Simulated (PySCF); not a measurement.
# [RuO2]-: structure of the sextet

The task is one start of a wider search on [RuO2]-: the sextet, built as bent. It is relaxed, tested by its Hessian and followed downhill if it is a saddle.

The runs use PySCF 2.14.0; PBE0, basis Ru def2-SVPD with ECP28, O def2-SVPD, scalar-relativistic core potentials, no spin–orbit coupling, density fitting.

### Step 1. Where the work starts

3 atoms, charge -1, spin multiplicity 6.

Bond lengths: Ru1–O2 1.710 Å, Ru1–O3 1.710 Å. Angles: O2–Ru1–O3 110.0°.

```xyz
3
charge -1 multiplicity 6
Ru    0.0000    0.0000   -0.2343
O     1.4007    0.0000    0.7465
O    -1.4007    0.0000    0.7465
```

### Step 2. Relaxation: bent start, sextet

The steps below are one call of a driver around PySCF. For each, scf.py gives the equivalent set-up of the SCF; relaxations use the driver's own optimiser. Before each start the driver seeks the lowest SCF state from one or more starting densities and follows internal instabilities, so scf.py alone need not reach the same state.

The program finds C2v symmetry in the start, which this walk keeps. The walk stops when the largest gradient is under 0.0003 Eh/bohr and the energy has settled too.

File scf.py:

```python
from pyscf import gto, scf, dft
mol = gto.M(atom='''
Ru     0.000000     0.000000    -0.234332
O      1.400700    -0.000000     0.746468
O     -1.400700     0.000000     0.746468''',
    basis={'Ru': 'def2-SVPD', 'O': 'def2-SVPD'},
    ecp={'Ru': 'def2-SVPD'},
    charge=-1, spin=5)
mf = dft.UKS(mol, xc='PBE0')
mf.grids.atom_grid = (50, 194)
aux = {'Ru': 'def2-universal-JKFIT', 'O': 'def2-universal-JKFIT'}
mf = mf.density_fit(auxbasis=aux)
mf.kernel()
```

The runs that follow: Frequencies.

What does the calculation give? Wanted: minimum; geometry; wavenumbers; dipole moment; highest occupied, lowest empty level; polar-tensor charge of Ru1; zero-point energy; ⟨S²⟩.

As calculated:

| quantity | value |
| --- | --- |
| minimum | sextet, C2v |
| geometry | Ru–O 1.819 Å (×2); O–Ru–O 135.3° |
| wavenumbers (cm⁻¹) | 192 (a1), 715 (b2), 774 (a1) |
| dipole moment (centre of mass) | 3.00 D |
| highest occupied, lowest empty level (either spin) | 0.10, 2.06 eV |
| polar-tensor charge of Ru1 | +0.59 e |
| zero-point energy | 10.1 kJ/mol |
| entropy at 298.15 K | 287.2 J/(mol K) |
| ⟨S²⟩ | 8.776 |

What this shows: The bent start keeps its C2v symmetry and ends in a minimum. In the infrared the band at 715 cm⁻¹ (b2, stretch) leads. Most of the spin sits on Ru1 (Mulliken spin 3.86, against 5 for the whole molecule). Only this shape and spin were tried, so other structures or states may lie lower. The highest occupied level lies above zero: either self-interaction error lifts it or the extra electron is not bound, and the basis holds it in place. Open d and f shells are described by one determinant, and the ground state may have another occupation or spin.
